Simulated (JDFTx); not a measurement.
# AlCl (aluminium monochloride) in JDFTx: notebook

The runs below take AlCl (aluminium monochloride) through single point, with BP86, PBEsol.

Program: JDFTx 1.7.0 (patched build). These are calculated values, not measurements. Logs are shortened: lines on timing, memory, paths and dates and some standing lists are left out, and cuts for length are marked. The log counts tension as positive stress, the text compression.

### 1 The molecule as given

The cell holds a molecule in a box, 2 atoms: a = 9.000 Å, b = 9.000 Å, c = 12.000 Å, α = 90.00°, β = 90.00°, γ = 90.00°.

### 2 Single point, BP86

Input file vacuum.in:

```
lattice \
   17.0075351216     0.0000000000     0.0000000000 \
    0.0000000000    17.0075351216     0.0000000000 \
    0.0000000000     0.0000000000    22.6767134955
coords-type Cartesian
ion Al     8.5283339248     8.5434517527     9.3899422304 1
ion Cl     8.5283339248     8.5434517527    13.4152724904 1

ion-species pseudo/Al.upf
ion-species pseudo/Cl.upf
elec-cutoff 29
elec-ex-corr gga-x-b88 gga-c-p86
kpoint-folding 1 1 1
elec-n-bands 10
electronic-minimize nIterations 100 energyDiffThreshold 1e-07
core-overlap-check none
converge-empty-states yes
forces-output-coords Cartesian

dump-name vacuum.$VAR
dump End Ecomponents EigStats BandEigs Kpoints Forces State ElecDensity Dtot KEdensity
```

Potentials or basis: PseudoDojo-SR-PBE-0.5-standard with smoothed tails.

Run with:

```
> jdftx -c 1 -i vacuum.in -o vacuum.out
```

Standard output:

```text
*************** JDFTx 1.7.0 (patched build) ***************

Input parsed successfully to the following command list (including defaults):
[... the input with its defaults ...]

---------- Setting up symmetries ----------

Found 16 point-group symmetries of the bravais lattice
Found 8 space-group symmetries with basis
Applied RMS atom displacement 0 bohrs to make symmetries exact.

---------- Initializing the Grid ----------
R =
[      17.0075            0            0  ]
[            0      17.0075            0  ]
[            0            0      22.6767  ]
unit cell volume = 6559.38
G =
[   0.369435          0          0  ]
[          0   0.369435          0  ]
[          0          0   0.277077  ]
Minimum fftbox size, Smin = [  84  84  112  ]
Chosen fftbox size, S = [  84  84  112  ]

---------- Exchange Correlation functional ----------
Initialized LibXC exchange functional 'Becke 88'
Initialized LibXC correlation functional 'Perdew 86'

---------- Setting up pseudopotentials ----------
Width of ionic core gaussian charges (only for fluid interactions / plotting) set to 0

Reading pseudopotential file 'pseudo/Al.upf':
  'Al' pseudopotential, 'PBE' functional
  Generated using ONCVPSP code by D. R. Hamann
  3 valence electrons, 2 orbitals, 6 projectors, 1001 radial grid points, with lMax = 2
    3S    l: 0   occupation:  2.0   eigenvalue: -0.284914
    3P    l: 1   occupation:  1.0   eigenvalue: -0.099668
  Core radius for overlap checks: 1.74 bohrs.

Reading pseudopotential file 'pseudo/Cl.upf':
  'Cl' pseudopotential, 'PBE' functional
  Generated using ONCVPSP code by D. R. Hamann
  7 valence electrons, 2 orbitals, 6 projectors, 1001 radial grid points, with lMax = 2
    3S    l: 0   occupation:  2.0   eigenvalue: -0.760417
    3P    l: 1   occupation:  5.0   eigenvalue: -0.315867
  Core radius for overlap checks: 1.71 bohrs.

Initialized 2 species with 2 total atoms.

Folded 1 k-points by 1x1x1 to 1 k-points.

---------- Setting up k-points, bands, fillings ----------
No reducable k-points.
Computing the number of bands and number of electrons
Calculating initial fillings.
Turning on subspace rotations due to non-scalar fillings.
nElectrons:  10.000000   nBands: 10   nStates: 1

----- Setting up reduced wavefunction bases (one per k-point) -----
average nbasis = 48919.000 , ideal nbasis = 48927.594

---------- Setting up ewald sum ----------
Optimum gaussian width for ewald sums = 6.653130 bohr.
Real space sum over 1089 unit cells with max indices [  5  5  4  ]
Reciprocal space sum over 1815 terms with max indices [  5  5  7  ]

---------- Allocating electronic variables ----------
Initializing wave functions:  linear combination of atomic orbitals
Note: number of bands (10) exceeds available atomic orbitals (8)
Al pseudo-atom occupations:   s ( 2 )  p ( 1 )
Cl pseudo-atom occupations:   s ( 2 )  p ( 5 )
	FillingsUpdate:  mu: -0.121368163  nElectrons: 10.000000
LCAOMinimize: Iter:   0  Etot: -17.0742125329376719  |grad|_K:  2.633e-02  alpha:  1.000e+00
	FillingsUpdate:  mu: -0.123008145  nElectrons: 10.000000
LCAOMinimize: Iter:   1  Etot: -17.0870391323947466  |grad|_K:  1.937e-02  alpha:  1.971e-01  linmin: -3.185e-01  cgtest:  8.653e-01
LCAOMinimize: Encountered beta<0, resetting CG.
LCAOMinimize: 	Predicted alpha/alphaT>3.000000, increasing alphaT to 5.913572e-01.
	FillingsUpdate:  mu: -0.121083700  nElectrons: 10.000000
LCAOMinimize: Iter:   2  Etot: -17.0973720062364016  |grad|_K:  4.238e-03  alpha:  4.866e-01  linmin:  2.181e-01  cgtest: -3.777e-01
	FillingsUpdate:  mu: -0.120150058  nElectrons: 10.000000
LCAOMinimize: Iter:   3  Etot: -17.0976884258326649  |grad|_K:  3.110e-03  alpha:  5.989e-01  linmin:  4.600e-03  cgtest:  7.116e-01
LCAOMinimize: None of the convergence criteria satisfied after 3 iterations.

-------- Electronic minimization -----------
ElecMinimize: Iter:   0  Etot: -17.097688425832597  |grad|_K:  3.278e-04  alpha:  1.000e+00
	SubspaceRotationAdjust: set factor to 1.02
ElecMinimize: Iter:   1  Etot: -17.142625472855158  |grad|_K:  1.771e-04  alpha:  8.534e-01  linmin:  1.438e-03
	SubspaceRotationAdjust: set factor to 1.36
ElecMinimize: Iter:   2  Etot: -17.154564084322921  |grad|_K:  9.620e-05  alpha:  7.821e-01  linmin:  1.049e-04
	SubspaceRotationAdjust: set factor to 1.83
ElecMinimize: Iter:   3  Etot: -17.159869907988735  |grad|_K:  5.193e-05  alpha:  1.167e+00  linmin: -2.490e-04
	SubspaceRotationAdjust: set factor to 2.15
ElecMinimize: Iter:   4  Etot: -17.160825385953402  |grad|_K:  2.811e-05  alpha:  7.217e-01  linmin:  3.565e-05
	SubspaceRotationAdjust: set factor to 2.36
ElecMinimize: Iter:   5  Etot: -17.161183759708070  |grad|_K:  1.426e-05  alpha:  9.290e-01  linmin:  3.996e-05
	SubspaceRotationAdjust: set factor to 2.65
ElecMinimize: Iter:   6  Etot: -17.161270775405889  |grad|_K:  8.409e-06  alpha:  8.759e-01  linmin:  9.303e-05
	SubspaceRotationAdjust: set factor to 2.51
ElecMinimize: Iter:   7  Etot: -17.161304161913172  |grad|_K:  3.981e-06  alpha:  9.717e-01  linmin:  7.556e-05
	SubspaceRotationAdjust: set factor to 2.82
ElecMinimize: Iter:   8  Etot: -17.161312134308069  |grad|_K:  2.555e-06  alpha:  1.033e+00  linmin:  7.294e-06
	SubspaceRotationAdjust: set factor to 3.05
ElecMinimize: Iter:   9  Etot: -17.161314798096679  |grad|_K:  1.374e-06  alpha:  8.346e-01  linmin:  3.660e-06
	SubspaceRotationAdjust: set factor to 2.88
ElecMinimize: Iter:  10  Etot: -17.161315598489281  |grad|_K:  6.737e-07  alpha:  8.665e-01  linmin:  7.863e-06
	SubspaceRotationAdjust: set factor to 3
ElecMinimize: Iter:  11  Etot: -17.161315795302215  |grad|_K:  4.085e-07  alpha:  8.876e-01  linmin:  2.442e-06
	SubspaceRotationAdjust: set factor to 3.13
ElecMinimize: Iter:  12  Etot: -17.161315861221176  |grad|_K:  2.120e-07  alpha:  8.079e-01  linmin:  5.899e-07
	SubspaceRotationAdjust: set factor to 2.93
ElecMinimize: Iter:  13  Etot: -17.161315881760043  |grad|_K:  9.944e-08  alpha:  9.345e-01  linmin: -2.484e-07
ElecMinimize: Converged (|Delta Etot|<1.000000e-07 for 2 iters).
Setting wave functions to eigenvectors of Hamiltonian
Converging empty states (this may take a while): |deigs|: 1.212e-02

# Ionic positions in cartesian coordinates:
ion Al   8.528333924800000   8.543451752699999   9.389942230400001 1
ion Cl   8.528333924800000   8.543451752699999  13.415272490400000 1

# Forces in Cartesian coordinates:
force Al   0.000000000000000  -0.000000000000000  -0.008484604163942 1
force Cl   0.000000000000000   0.000000000000000   0.008486653969820 1

# Energy components:
   Eewald =       -2.1151461654257599
       EH =       12.3471938633069751
     Eloc =      -32.4187173545851479
      Enl =        2.6481597170200799
      Exc =       -5.4916428028286308
 Exc_core =        1.6255893153232350
       KE =        6.2432475454292069
-------------------------------------
     Etot =      -17.1613158817600429

IonicMinimize: Iter:   0  Etot: -17.161315881760043  |grad|_K:  4.899e-03
IonicMinimize: None of the convergence criteria satisfied after 0 iterations.

#--- Lowdin population analysis ---
# oxidation-state Al +0.370
# oxidation-state Cl -0.290

Dumping 'vacuum.eigStats' ...
	eMin: -0.724542 at state 0 ( [ +0.000000 +0.000000 +0.000000 ] spin 0 )
	HOMO: -0.210435 at state 0 ( [ +0.000000 +0.000000 +0.000000 ] spin 0 )
	mu  : -0.100000
	LUMO: -0.073791 at state 0 ( [ +0.000000 +0.000000 +0.000000 ] spin 0 )
	eMax: +0.036786 at state 0 ( [ +0.000000 +0.000000 +0.000000 ] spin 0 )
	HOMO-LUMO gap: +0.136644
	Optical gap  : +0.136644 at state 0 ( [ +0.000000 +0.000000 +0.000000 ] spin 0 )
Done!
[note: without smearing the FillingsUpdate lines are those of the first guess, not of the final state]
```

It took 35 s on 1 thread of Intel Xeon Platinum 8559C (Emerald Rapids), shared host; peak memory 0.21 GiB.

What came out:

* Free energy: -466.9832 eV
* Largest force: 0.436 eV/Å
* Gap between the frontier levels: 3.72 eV
* Loewdin charges: Al +0.37; Cl -0.29 e

Forces on the atoms (eV/Å):
```
Al   0.000  0.000 -0.436
Cl   0.000  0.000  0.436
```

Caveat: forces may be off by hundredths of an eV/Å; the potentials were made for another functional, which shifts forces and pressure.

### 3 Single point, PBEsol

vacuum.in, as its differences from that of step 2:

```diff
@@ -11,3 +11,3 @@
 elec-cutoff 29
-elec-ex-corr gga-x-b88 gga-c-p86
+elec-ex-corr gga-PBEsol
 kpoint-folding 1 1 1
```

Potentials or basis: PseudoDojo-SR-PBEsol-0.4.1-standard with smoothed tails.

Run with:

```
> jdftx -c 1 -i vacuum.in -o vacuum.out
```

Standard output:

```text
*************** JDFTx 1.7.0 (patched build) ***************

Input parsed successfully to the following command list (including defaults):
[... the input with its defaults ...]

---------- Setting up symmetries ----------

Found 16 point-group symmetries of the bravais lattice
Found 8 space-group symmetries with basis
Applied RMS atom displacement 0 bohrs to make symmetries exact.

---------- Initializing the Grid ----------
R =
[      17.0075            0            0  ]
[            0      17.0075            0  ]
[            0            0      22.6767  ]
unit cell volume = 6559.38
G =
[   0.369435          0          0  ]
[          0   0.369435          0  ]
[          0          0   0.277077  ]
Minimum fftbox size, Smin = [  84  84  112  ]
Chosen fftbox size, S = [  84  84  112  ]

---------- Exchange Correlation functional ----------
Initalized PBEsol GGA exchange.
Initalized PBEsol GGA correlation.

---------- Setting up pseudopotentials ----------
Width of ionic core gaussian charges (only for fluid interactions / plotting) set to 0

Reading pseudopotential file 'pseudo/Al.upf':
  'Al' pseudopotential, 'PBESOL' functional
  Generated using ONCVPSP code by D. R. Hamann
  3 valence electrons, 2 orbitals, 6 projectors, 1001 radial grid points, with lMax = 2
    3S    l: 0   occupation:  2.0   eigenvalue: -0.283523
    3P    l: 1   occupation:  1.0   eigenvalue: -0.098840
  Core radius for overlap checks: 1.74 bohrs.

Reading pseudopotential file 'pseudo/Cl.upf':
  'Cl' pseudopotential, 'PBESOL' functional
  Generated using ONCVPSP code by D. R. Hamann
  7 valence electrons, 2 orbitals, 6 projectors, 1001 radial grid points, with lMax = 2
    3S    l: 0   occupation:  2.0   eigenvalue: -0.757712
    3P    l: 1   occupation:  5.0   eigenvalue: -0.314633
  Core radius for overlap checks: 1.71 bohrs.

Initialized 2 species with 2 total atoms.

Folded 1 k-points by 1x1x1 to 1 k-points.

---------- Setting up k-points, bands, fillings ----------
No reducable k-points.
Computing the number of bands and number of electrons
Calculating initial fillings.
Turning on subspace rotations due to non-scalar fillings.
nElectrons:  10.000000   nBands: 10   nStates: 1

----- Setting up reduced wavefunction bases (one per k-point) -----
average nbasis = 48919.000 , ideal nbasis = 48927.594

---------- Setting up ewald sum ----------
Optimum gaussian width for ewald sums = 6.653130 bohr.
Real space sum over 1089 unit cells with max indices [  5  5  4  ]
Reciprocal space sum over 1815 terms with max indices [  5  5  7  ]

---------- Allocating electronic variables ----------
Initializing wave functions:  linear combination of atomic orbitals
Note: number of bands (10) exceeds available atomic orbitals (8)
Al pseudo-atom occupations:   s ( 2 )  p ( 1 )
Cl pseudo-atom occupations:   s ( 2 )  p ( 5 )
	FillingsUpdate:  mu: -0.119004732  nElectrons: 10.000000
LCAOMinimize: Iter:   0  Etot: -17.0328312132785058  |grad|_K:  2.629e-02  alpha:  1.000e+00
	FillingsUpdate:  mu: -0.120596982  nElectrons: 10.000000
LCAOMinimize: Iter:   1  Etot: -17.0454997037932685  |grad|_K:  1.933e-02  alpha:  1.954e-01  linmin: -3.266e-01  cgtest:  8.664e-01
LCAOMinimize: Encountered beta<0, resetting CG.
LCAOMinimize: 	Predicted alpha/alphaT>3.000000, increasing alphaT to 5.863052e-01.
	FillingsUpdate:  mu: -0.118514534  nElectrons: 10.000000
LCAOMinimize: Iter:   2  Etot: -17.0557106045409306  |grad|_K:  4.368e-03  alpha:  4.848e-01  linmin:  2.219e-01  cgtest: -3.738e-01
	FillingsUpdate:  mu: -0.117533565  nElectrons: 10.000000
LCAOMinimize: Iter:   3  Etot: -17.0560416956616514  |grad|_K:  3.203e-03  alpha:  5.866e-01  linmin:  6.765e-03  cgtest:  7.122e-01
LCAOMinimize: None of the convergence criteria satisfied after 3 iterations.

-------- Electronic minimization -----------
ElecMinimize: Iter:   0  Etot: -17.056041695661659  |grad|_K:  3.285e-04  alpha:  1.000e+00
	SubspaceRotationAdjust: set factor to 1.02
ElecMinimize: Iter:   1  Etot: -17.101315103068817  |grad|_K:  1.768e-04  alpha:  8.564e-01  linmin:  1.360e-03
	SubspaceRotationAdjust: set factor to 1.36
ElecMinimize: Iter:   2  Etot: -17.113133896290581  |grad|_K:  9.574e-05  alpha:  7.765e-01  linmin:  8.654e-05
	SubspaceRotationAdjust: set factor to 1.82
ElecMinimize: Iter:   3  Etot: -17.118392476584642  |grad|_K:  5.212e-05  alpha:  1.167e+00  linmin: -2.636e-04
	SubspaceRotationAdjust: set factor to 2.13
ElecMinimize: Iter:   4  Etot: -17.119362878689223  |grad|_K:  2.827e-05  alpha:  7.273e-01  linmin:  3.610e-05
	SubspaceRotationAdjust: set factor to 2.34
ElecMinimize: Iter:   5  Etot: -17.119725218830158  |grad|_K:  1.437e-05  alpha:  9.290e-01  linmin:  4.948e-05
	SubspaceRotationAdjust: set factor to 2.64
ElecMinimize: Iter:   6  Etot: -17.119813900707733  |grad|_K:  8.586e-06  alpha:  8.792e-01  linmin:  8.693e-05
	SubspaceRotationAdjust: set factor to 2.5
ElecMinimize: Iter:   7  Etot: -17.119849235322135  |grad|_K:  4.151e-06  alpha:  9.862e-01  linmin:  8.281e-05
	SubspaceRotationAdjust: set factor to 2.8
ElecMinimize: Iter:   8  Etot: -17.119858272831884  |grad|_K:  2.753e-06  alpha:  1.077e+00  linmin:  1.313e-05
	SubspaceRotationAdjust: set factor to 2.98
ElecMinimize: Iter:   9  Etot: -17.119861339237559  |grad|_K:  1.482e-06  alpha:  8.280e-01  linmin:  4.907e-06
	SubspaceRotationAdjust: set factor to 2.82
ElecMinimize: Iter:  10  Etot: -17.119862304447448  |grad|_K:  7.265e-07  alpha:  8.986e-01  linmin:  1.186e-05
	SubspaceRotationAdjust: set factor to 2.92
ElecMinimize: Iter:  11  Etot: -17.119862536653955  |grad|_K:  4.618e-07  alpha:  9.010e-01  linmin:  2.799e-06
	SubspaceRotationAdjust: set factor to 3.06
ElecMinimize: Iter:  12  Etot: -17.119862619420857  |grad|_K:  2.303e-07  alpha:  7.939e-01  linmin:  6.069e-07
	SubspaceRotationAdjust: set factor to 2.79
ElecMinimize: Iter:  13  Etot: -17.119862644796079  |grad|_K:  1.097e-07  alpha:  9.783e-01  linmin: -6.364e-07
ElecMinimize: Converged (|Delta Etot|<1.000000e-07 for 2 iters).
Setting wave functions to eigenvectors of Hamiltonian
Converging empty states (this may take a while): |deigs|: 1.148e-02

# Ionic positions in cartesian coordinates:
ion Al   8.528333924800000   8.543451752699999   9.389942230400001 1
ion Cl   8.528333924800000   8.543451752699999  13.415272490400000 1

# Forces in Cartesian coordinates:
force Al   0.000000000000000  -0.000000000000000  -0.004505720567278 1
force Cl   0.000000000000000   0.000000000000000   0.004514474137702 1

# Energy components:
   Eewald =       -2.1151461654257599
       EH =       12.3421086086516905
     Eloc =      -32.4734782798804176
      Enl =        2.7068132609576030
      Exc =       -5.3735186872984189
 Exc_core =        1.5570565166432366
       KE =        6.2363021015559870
-------------------------------------
     Etot =      -17.1198626447960791

IonicMinimize: Iter:   0  Etot: -17.119862644796079  |grad|_K:  2.604e-03
IonicMinimize: None of the convergence criteria satisfied after 0 iterations.

#--- Lowdin population analysis ---
# oxidation-state Al +0.361
# oxidation-state Cl -0.281

Dumping 'vacuum.eigStats' ...
	eMin: -0.719935 at state 0 ( [ +0.000000 +0.000000 +0.000000 ] spin 0 )
	HOMO: -0.206065 at state 0 ( [ +0.000000 +0.000000 +0.000000 ] spin 0 )
	mu  : -0.100000
	LUMO: -0.070559 at state 0 ( [ +0.000000 +0.000000 +0.000000 ] spin 0 )
	eMax: +0.032885 at state 0 ( [ +0.000000 +0.000000 +0.000000 ] spin 0 )
	HOMO-LUMO gap: +0.135506
	Optical gap  : +0.135506 at state 0 ( [ +0.000000 +0.000000 +0.000000 ] spin 0 )
Done!
[note: without smearing the FillingsUpdate lines are those of the first guess, not of the final state]
```

It took 35 s on 1 thread of Intel Xeon Platinum 8559C (Emerald Rapids), shared host; peak memory 0.2 GiB.

Results:

* Free energy: -465.8552 eV
* Largest force: 0.232 eV/Å
* Gap between the frontier levels: 3.69 eV
* Loewdin charges: Al +0.36; Cl -0.28 e

Forces in eV/Å, atoms in the order of the input:
```
Al   0.000  0.000 -0.232
Cl   0.000  0.000  0.232
```

Caveat: forces may be off by hundredths of an eV/Å.
